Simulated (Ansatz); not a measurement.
**C2H8BClSi: a ladder of functionals and wavefunction methods**

The task here is to estimate one member of a computed series from the others.

Computed with Ansatz 0.2.0, Gaussian basis. Level: functionals in def2-TZVPP, the program's frozen cores in correlated methods.

Plan: LDA (SPW92), PBE-D4, revPBE-D4, BLYP-D4, r2SCAN-D4, B97M-V, PBE0-D4, B3LYP-D4, r2SCANh-D4, r2SCAN0-D4, HSE06-D4, BHLYP-D4, CAM-B3LYP-D4, LC-ωPBE, ωB97X-V, ωB97M-V, B2PLYP, PBE-QIDH; CCSD(T)/def2-SVP; CCSD(T)/def2-TZVPP; MP2/def2-QZVPP; extrapolation to the limit; RPA on PBE.

## Structure used throughout

All runs share one geometry, relaxed beforehand with PBE0-D4 in a triple-zeta def2 set.

SMILES `BCC[SiH2]Cl`, 13 atoms, charge 0, spin multiplicity 1.

Atoms are counted from 1 here; the program's logs count them from 0.

Bond lengths: B1–C2 1.549 Å, B1–H6 1.199 Å, B1–H7 1.198 Å, C2–C3 1.530 Å, C2–H8 1.097 Å, C2–H9 1.109 Å, C3–Si4 1.864 Å, C3–H10 1.095 Å, C3–H11 1.097 Å, Si4–Cl5 2.065 Å, Si4–H12 1.485 Å, Si4–H13 1.484 Å. Angles: C2–B1–H6 121.3°, C2–B1–H7 119.9°, H6–B1–H7 118.8°, B1–C2–C3 118.4°, B1–C2–H8 111.4°, B1–C2–H9 101.1°, C3–C2–H8 111.7°, C3–C2–H9 109.8°, H8–C2–H9 102.7°, C2–C3–Si4 114.2°, C2–C3–H10 110.5°, C2–C3–H11 110.4°, Si4–C3–H10 108.4°, Si4–C3–H11 107.2°, H10–C3–H11 105.8°, C3–Si4–Cl5 109.0°, C3–Si4–H12 111.4°, C3–Si4–H13 112.2° and more.

Coordinates:

```
B    -0.51106    1.94538    1.07923
C    -0.61738    0.61093    0.29976
C     0.61367   -0.29593    0.23925
Si    0.45166   -1.72877   -0.94170
Cl    0.10228   -0.99874   -2.84154
H     0.55412    2.41019    1.37476
H    -1.50303    2.56365    1.34170
H    -1.51859    0.05282    0.58151
H    -0.86401    0.97632   -0.71771
H     1.50148    0.28201   -0.03844
H     0.82848   -0.71458    1.23023
H    -0.70503   -2.59093   -0.59089
H     1.68793   -2.54726   -1.00134
```

The first run:

Contents of in.yaml:

```yaml
crystal:
  periodic: [false, false, false]
  atoms:
    - {symbol: B, position_ang: [-0.511062, 1.945379, 1.079232]}
    - {symbol: C, position_ang: [-0.617385, 0.610933, 0.299756]}
    - {symbol: C, position_ang: [0.613670, -0.295930, 0.239249]}
    - {symbol: Si, position_ang: [0.451662, -1.728765, -0.941696]}
    - {symbol: Cl, position_ang: [0.102280, -0.998740, -2.841539]}
    - {symbol: H, position_ang: [0.554118, 2.410194, 1.374759]}
    - {symbol: H, position_ang: [-1.503032, 2.563649, 1.341695]}
    - {symbol: H, position_ang: [-1.518594, 0.052818, 0.581508]}
    - {symbol: H, position_ang: [-0.864011, 0.976322, -0.717713]}
    - {symbol: H, position_ang: [1.501481, 0.282012, -0.038444]}
    - {symbol: H, position_ang: [0.828476, -0.714578, 1.230228]}
    - {symbol: H, position_ang: [-0.705029, -2.590929, -0.590894]}
    - {symbol: H, position_ang: [1.687928, -2.547265, -1.001342]}
basis:
  gaussian: {orbitals: def2-TZVPP}
hamiltonian: {xc: lda}
output: {orbitals: {seedname: orbitals}}
```

Started as:

```console
$ ansatz run in.yaml --threads 4 --pin off --events-out ev --progress --plain --max-ram 10444MiB
```

Steps of the session up to this table: LDA; PBE-D4 (GGA); revPBE-D4 (GGA); BLYP-D4 (GGA); r2SCAN-D4 (meta-GGA); B97M-V (meta-GGA); PBE0-D4 (hybrid); B3LYP-D4 (hybrid); r2SCANh-D4 (hybrid); r2SCAN0-D4 (hybrid); HSE06-D4 (hybrid); BHLYP-D4 (hybrid); CAM-B3LYP-D4 (range-separated); LC-ωPBE (range-separated); ωB97X-V (range-separated); ωB97M-V (range-separated); B2PLYP (double hybrid); PBE-QIDH (double hybrid).

One table of the session follows, with a row left open; its other results are not shown here.

It belongs to the step «Frontier levels by functional». 

| functional | HOMO (eV) | LUMO (eV) | gap (eV) |
| --- | --- | --- | --- |
| LDA (SPW92) | -7.10 | -2.76 | 4.34 |
| PBE-D4 | -7.00 | -2.48 | 4.52 |
| revPBE-D4 | -6.95 | -2.36 | 4.59 |
| BLYP-D4 | ? | ? | ? |
| r2SCAN-D4 | -7.26 | -2.04 | 5.22 |
| B97M-V | -7.41 | -2.20 | 5.21 |
| PBE0-D4 | -8.27 | -1.44 | 6.83 |
| B3LYP-D4 | -8.07 | -1.68 | 6.39 |
| r2SCANh-D4 | -7.74 | -1.69 | 6.04 |
| r2SCAN0-D4 | -8.45 | -1.18 | 7.26 |
| HSE06-D4 | -7.87 | -1.82 | 6.05 |
| BHLYP-D4 | -9.49 | -0.40 | 9.08 |
| CAM-B3LYP-D4 | -9.65 | -0.35 | 9.30 |
| LC-ωPBE | -10.99 | 0.89 | 11.88 |
| ωB97X-V | -10.64 | 0.76 | 11.40 |
| ωB97M-V | -10.49 | 0.46 | 10.96 |

**Question.** Estimate the row for BLYP-D4.

Worked estimate for «HOMO (eV)». Against the share of exact exchange, B3LYP-D4 (0.2, -8.07), BHLYP-D4 (0.5, -9.49) give a slope of -4.73 per unit share; at 0 the line stands at -7.12.

The run gave: HOMO (eV): -6.89; LUMO (eV): -2.33; gap (eV): 4.55. In «HOMO (eV)» the line misses by -0.23.
